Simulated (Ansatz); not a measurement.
# GeH₃F + H₂O₂: a complex and its separated parts

The complex below is one end of an elementary step. How strongly is it bound against its free parts?

Method: PBE0-D4/def2-TZVP structures, single points in def2-TZVPP, no counterpoise correction; program: Ansatz 0.2.0, Gaussian basis.

Levels: SPW92, PBE-D4, BLYP-D4, r2SCAN-D4, B97M-V, PBE0-D4, B3LYP-D4, r2SCAN0-D4, BHLYP-D4, CAM-B3LYP-D4, wB97X-V, wB97M-V, B2PLYP, PBE-QIDH, RPA on PBE, Hartree-Fock, MP2, CCSD, CCSD(T).

Cores are frozen in the correlated methods. Filled d shells of the heavier atoms are correlated. B3LYP uses VWN-RPA correlation. B2PLYP carries no dispersion term here.

**1. The starting structure**

The complex: 9 atoms, charge 0, spin multiplicity 1.

Atoms are counted from 1 here; the program's logs count them from 0.

Bond lengths: Ge1–F2 1.763 Å, Ge1–H3 1.535 Å, Ge1–H4 1.527 Å, Ge1–H5 1.529 Å, H6–O7 0.972 Å, O7–O8 1.426 Å, O8–H9 0.965 Å. Angles: F2–Ge1–H3 103.6°, F2–Ge1–H4 106.5°, F2–Ge1–H5 106.3°, H3–Ge1–H4 112.9°, H3–Ge1–H5 112.2°, H4–Ge1–H5 114.4°, H6–O7–O8 100.3°, O7–O8–H9 101.4°.

As a file:

```
atom    x (Å)    y (Å)    z (Å)
 Ge1  -1.0398  -1.0402   0.0840
  F2   0.6966  -1.2178   0.3301
  H3  -1.5898  -2.4433   0.3757
  H4  -1.5160   0.0047   1.0909
  H5  -1.2259  -0.6387  -1.3800
  H6   1.6012   0.4023   0.5193
  O7   1.6614   1.3708   0.4647
  O8   0.5068   1.6552  -0.3216
  H9   0.9055   1.9071  -1.1631
```

Its parts: GeH₃F holds atoms 1, 2, 3, 4, 5; H₂O₂ holds atoms 6, 7, 8, 9. Each part counts its atoms afresh in its own runs.

**2. Relaxing GeH₃F alone**

Contents of relax-a/in.yaml:

```yaml
crystal:
  periodic: [false, false, false]
  atoms:
    - {symbol: Ge, position_ang: [-1.039802, -1.040200, 0.084016]}
    - {symbol: F, position_ang: [0.696646, -1.217815, 0.330120]}
    - {symbol: H, position_ang: [-1.589755, -2.443285, 0.375711]}
    - {symbol: H, position_ang: [-1.515954, 0.004727, 1.090920]}
    - {symbol: H, position_ang: [-1.225948, -0.638742, -1.379994]}
basis:
  gaussian: {orbitals: def2-TZVP}
hamiltonian: {xc: pbe0, dispersion: d4}
relax: {f_tol: 0.005, max_steps: 200}
```

The command line of these runs was not kept.

After this run come: Relaxing H₂O₂ alone; wB97M-V/def2-TZVPP; CCSD(T)/def2-TZVPP; Vibrations of GeH₃F; Vibrations of H₂O₂.

What does the calculation give? Wanted: complex less parts, CCSD(T)/def2-TZVPP; with zero-point energy; largest T1 diagnostic.

The runs gave:

| quantity | value |
| --- | --- |
| complex less parts, CCSD(T)/def2-TZVPP | -28.8 kJ/mol |
| with zero-point energy | -22.7 kJ/mol |
| largest T1 diagnostic | 0.012 |

**Reading.** At CCSD(T) the complex lies 28.8 kJ/mol below its parts. Among the functionals PBE0-D4 lands nearest to CCSD(T) (-0.2 kJ/mol) and SPW92 farthest (-15.1 kJ/mol). Mean unsigned error by rung: LDA 15.1, GGA 1.2, meta-GGA 1.4, hybrid 1.4, range-separated hybrid 2.4, double hybrid 2.6 kJ/mol. PBE-D4 gives a relative energy 1.4 kJ/mol too low, inside chemical accuracy (1 kcal/mol, 4.2 kJ/mol). No counterpoise was applied, and triple zeta lacks some correlation, so the CCSD(T) reference has a basis error of its own, and close matches with it are partly luck.
